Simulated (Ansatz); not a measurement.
# CH4FInTe: how energies converge with the basis set

One table from this session's results is given with a row withheld; the runs are named, their logs left out.

Computed with Ansatz 0.2.0, Gaussian basis. Level: one geometry, several basis sets.

Levels to be run: PBE0-D4/def2-SVP; ωB97M-V/def2-SVP; PBE0-D4/def2-QZVPP; ωB97M-V/def2-QZVPP; the functionals' def2-TZVPP values are taken from earlier runs.

## The geometry

An earlier PBE0-D4 in a triple-zeta def2 set relaxation fixed the geometry. In, Te take the def2 core potential; no spin-orbit term is included.

8 atoms, charge 0, spin multiplicity 1.

Atoms are counted from 1 here; the program's logs count them from 0.

Bond lengths: C1–In2 2.133 Å, C1–H5 1.089 Å, C1–H6 1.090 Å, C1–H7 1.090 Å, In2–F3 1.964 Å, In2–Te4 2.676 Å, Te4–H8 1.657 Å. Angles: In2–C1–H5 111.0°, In2–C1–H6 108.5°, In2–C1–H7 108.4°, H5–C1–H6 109.9°, H5–C1–H7 110.0°, H6–C1–H7 109.0°, C1–In2–F3 114.2°, C1–In2–Te4 136.4°, F3–In2–Te4 109.4°, In2–Te4–H8 88.6°.

The first run:

Contents of in.yaml:

```yaml
crystal:
  periodic: [false, false, false]
  atoms:
    - {symbol: C, position_ang: [-0.026974, 1.434406, -0.830230]}
    - {symbol: In, position_ang: [0.078969, -0.373265, 0.297701]}
    - {symbol: F, position_ang: [1.368208, -0.323558, 1.777902]}
    - {symbol: Te, position_ang: [-1.112885, -2.768461, 0.237283]}
    - {symbol: H, position_ang: [-0.722512, 1.336122, -1.661846]}
    - {symbol: H, position_ang: [-0.352396, 2.236500, -0.167144]}
    - {symbol: H, position_ang: [0.970532, 1.666616, -1.203905]}
    - {symbol: H, position_ang: [-0.202931, -3.208351, 1.550249]}
basis:
  gaussian: {orbitals: def2-SVP}
hamiltonian: {xc: pbe0, dispersion: d4}
output: {orbitals: {seedname: orbitals}}
```

Among the steps run: PBE0-D4 in def2-SVP; ωB97M-V in def2-SVP; PBE0-D4 in def2-QZVPP; ωB97M-V in def2-QZVPP.

One table of the session follows, with a row left open; its other results are not shown here.

It belongs to the step «Functionals by basis». 

| functional | basis | HOMO (eV) | LUMO (eV) |
| --- | --- | --- | --- |
| PBE0-D4 | def2-SVP | -6.75 | -1.26 |
| PBE0-D4 | def2-TZVPP | -6.84 | -1.44 |
| PBE0-D4 | def2-QZVPP | ? | ? |
| ωB97M-V | def2-SVP | -8.77 | 0.46 |
| ωB97M-V | def2-TZVPP | -8.89 | 0.25 |
| ωB97M-V | def2-QZVPP | -8.91 | 0.08 |

Q: Estimate the row for PBE0-D4, def2-QZVPP from the others.

The run gave: HOMO (eV): -6.86; LUMO (eV): -1.50. In the column «HOMO (eV)» it lies between ωB97M-V, def2-SVP (-8.77) and PBE0-D4, def2-TZVPP (-6.84).
